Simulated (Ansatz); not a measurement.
# C₂H₆OZn: up Jacob's ladder to CCSD(T)

An exercise on one series of results from a longer session: the logs are not shown, and one member is left open.

Method: functionals in def2-TZVPP, the program's frozen cores in correlated methods; program: Ansatz 0.2.0, Gaussian basis.

Plan: LDA (SPW92), PBE-D4, revPBE-D4, BLYP-D4, r2SCAN-D4, B97M-V, PBE0-D4, B3LYP-D4, r2SCANh-D4, r2SCAN0-D4, HSE06-D4, BHLYP-D4, CAM-B3LYP-D4, LC-ωPBE, ωB97X-V, ωB97M-V, B2PLYP, PBE-QIDH; CCSD(T)/def2-SVP; CCSD(T)/def2-TZVPP; MP2/def2-QZVPP; extrapolation to the limit; RPA on PBE.

## The relaxed structure

The geometry comes from an earlier relaxation with PBE0-D4 in a triple-zeta def2 set; it is a stationary point, not always the lowest conformer.

SMILES `C[CH2][Zn][OH]`, 10 atoms, charge 0, spin multiplicity 1.

Atoms are counted from 1 here; the program's logs count them from 0.

Bond lengths: C1–C2 1.527 Å, C1–H5 1.093 Å, C1–H6 1.095 Å, C1–H7 1.093 Å, C2–Zn3 1.934 Å, C2–H8 1.095 Å, C2–H9 1.095 Å, Zn3–O4 1.782 Å, O4–H10 0.958 Å. Angles: C2–C1–H5 112.0°, C2–C1–H6 111.4°, C2–C1–H7 112.0°, H5–C1–H6 107.1°, H5–C1–H7 107.0°, H6–C1–H7 107.0°, C1–C2–Zn3 115.3°, C1–C2–H8 110.3°, C1–C2–H9 110.3°, Zn3–C2–H8 107.5°, Zn3–C2–H9 107.1°, H8–C2–H9 105.8°, C2–Zn3–O4 175.9°, Zn3–O4–H10 117.0°.

The first run:

in.yaml reads:

```yaml
crystal:
  periodic: [false, false, false]
  atoms:
    - {symbol: C, position_ang: [-0.702817, 1.086928, 0.737183]}
    - {symbol: C, position_ang: [-0.240586, -0.368269, 0.708312]}
    - {symbol: Zn, position_ang: [0.631993, -0.926728, -0.924342]}
    - {symbol: O, position_ang: [1.337679, -1.517914, -2.449592]}
    - {symbol: H, position_ang: [-1.418750, 1.305238, -0.059105]}
    - {symbol: H, position_ang: [-1.192496, 1.332312, 1.685503]}
    - {symbol: H, position_ang: [0.130686, 1.783817, 0.617776]}
    - {symbol: H, position_ang: [0.449900, -0.564073, 1.534940]}
    - {symbol: H, position_ang: [-1.091053, -1.039960, 0.865414]}
    - {symbol: H, position_ang: [2.178644, -1.142550, -2.713289]}
basis:
  gaussian: {orbitals: def2-TZVPP}
hamiltonian: {xc: lda}
output: {orbitals: {seedname: orbitals}}
```

The run is started by

```
ansatz run in.yaml --threads 4 --pin off --events-out ev --progress --plain --max-ram 10444MiB
```

Among the steps run: LDA; PBE-D4 (GGA); revPBE-D4 (GGA); BLYP-D4 (GGA); r2SCAN-D4 (meta-GGA); B97M-V (meta-GGA); PBE0-D4 (hybrid); B3LYP-D4 (hybrid); r2SCANh-D4 (hybrid); r2SCAN0-D4 (hybrid); HSE06-D4 (hybrid); BHLYP-D4 (hybrid); CAM-B3LYP-D4 (range-separated); LC-ωPBE (range-separated); ωB97X-V (range-separated); ωB97M-V (range-separated); B2PLYP (double hybrid); PBE-QIDH (double hybrid).

One of the session's tables, all rows but one given; the rest of the session is left out.

It belongs to the step «Frontier levels by functional». 

```
  functional  HOMO (eV)  gap (eV)
 LDA (SPW92)      -6.56      5.29
      PBE-D4      -6.33      5.25
   revPBE-D4      -6.25      5.25
     BLYP-D4          ?         ?
   r2SCAN-D4      -6.64      5.93
      B97M-V      -6.66      5.62
     PBE0-D4      -7.60      7.31
    B3LYP-D4      -7.43      6.82
  r2SCANh-D4      -7.09      6.64
  r2SCAN0-D4      -7.75      7.69
    HSE06-D4      -7.20      6.55
    BHLYP-D4      -8.69      9.00
CAM-B3LYP-D4      -8.98      9.45
     LC-ωPBE     -10.32     11.97
     ωB97X-V      -9.93     11.41
     ωB97M-V      -9.84     10.94
```

Estimate the missing values for BLYP-D4.

Worked estimate for «HOMO (eV)». Against the share of exact exchange, B3LYP-D4 (0.2, -7.43), BHLYP-D4 (0.5, -8.69) give a slope of -4.20 per unit share; at 0 the line stands at -6.59.

As computed: HOMO (eV): -6.24; gap (eV): 5.16. In «HOMO (eV)» the line misses by -0.35.
